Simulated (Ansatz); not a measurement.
# CH4AlClO: the cost of one run

All numbers below are computed with Ansatz 0.2.0 (RKS PBE0/def2-SVP).

### 1 Starting point

Bond lengths: O1–Al2 1.801 Å, Al2–C3 1.979 Å, C3–Cl4 1.699 Å, O1–H5 1.040 Å, Al2–H6 1.604 Å, C3–H7 1.158 Å, C3–H8 1.112 Å. Angles: O1–Al2–C3 118.3°, O1–Al2–H6 120.9°, C3–Al2–H6 120.9°, Al2–O1–H5 105.0°, Al2–C3–Cl4 111.8°, Al2–C3–H7 108.8°, Al2–C3–H8 109.2°, Cl4–C3–H7 108.8°, Cl4–C3–H8 113.4°, H7–C3–H8 104.5°.

As a file:

```xyz
8

O    -0.0778    1.7161   -1.2516
Al   -0.0632    0.8212    0.3112
C     0.4056   -1.1018    0.2863
Cl   -0.6463   -1.9950   -0.7053
H    -1.0541    1.6343   -1.5998
H    -0.4136    1.5650    1.6885
H     1.4856   -1.2166   -0.1154
H     0.4557   -1.4802    1.3304
```

### 2 Relaxing end A

Contents of input.yaml:

```yaml
crystal:
  periodic: [false, false, false]
  atoms:
    - { symbol: O, position_ang: [-0.0778, 1.7161, -1.2516] }
    - { symbol: Al, position_ang: [-0.0632, 0.8212, 0.3112] }
    - { symbol: C, position_ang: [0.4056, -1.1018, 0.2863] }
    - { symbol: Cl, position_ang: [-0.6463, -1.995, -0.7053] }
    - { symbol: H, position_ang: [-1.0541, 1.6343, -1.5998] }
    - { symbol: H, position_ang: [-0.4136, 1.565, 1.6885] }
    - { symbol: H, position_ang: [1.4856, -1.2166, -0.1154] }
    - { symbol: H, position_ang: [0.4557, -1.4802, 1.3304] }
basis:
  gaussian: { orbitals: def2-SVP }
hamiltonian:
  xc: pbe0
relax:
  f_tol: 0.015
  max_steps: 40
output:
  orbitals: {}
```

On the command line:

```bash
$ ansatz run input.yaml --threads 1 --pin off --max-ram 2048MiB --backend cpu --events-out ev --progress --plain --runs-dir out
```

What time and memory should one allow on 1 thread of Arm Neoverse V1, shared host?

About 41 s, with a peak of 0.16 GiB.
